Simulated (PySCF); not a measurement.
# C4H5BCl2: the cost of one run

The runs use PySCF 2.14.0, with density-fitted response routines of our own; the level of theory stands in each step. All values are computed, except where a source is named. Atoms are numbered from 0 throughout.

## Step 1: The molecule as given

12 atoms, charge 0, multiplicity 1; geometry from: PBE0-D3(BJ)/def2-SVP.

Bonds of the start (Å): B0–C1 1.56, C1–C2 1.57, C2–C3 1.51, C3–Cl4 1.70, C3–C5 1.34, C5–Cl6 1.70, C5–C1 1.51, B0–H7 1.21, B0–H8 1.21, C1–H9 1.12, C2–H10 1.10, C2–H11 1.10.

## Step 2: Nuclear shieldings: PBE0/6-31G*

Job settings and geometry (Å):

```
{"job": {"kind": "nmr", "xc": "PBE0", "basis": "6-31G*", "pop": true}, "charge": 0, "multiplicity": 1}
B     -1.856615    -0.292185    -0.143684
C     -0.370716    -0.334904     0.317543
C      0.827894    -0.605572    -0.653094
C      1.427318     0.652325    -0.083290
Cl     2.880318     1.464875    -0.434920
C      0.402903     0.884899     0.752282
Cl     0.030783     2.106238     1.874575
H     -2.635286     0.479868     0.364143
H     -2.258082    -1.099212    -0.950292
H     -0.421439    -1.104494     1.125838
H      1.391352    -1.531195    -0.457491
H      0.570504    -0.551966    -1.722710
```

Method: GIAO PBE0/6-31G* NMR shielding, non-relativistic, gas phase.

Launch:

```sh
> OMP_NUM_THREADS=1 python probes_run.py task.json out
```

This one command runs all jobs of the session in turn.

**Question.** How long does this first job take on 1 thread of Arm Neoverse V1, shared host, and how much memory does it need?

About 14 s, with a peak of 0.62 GiB.
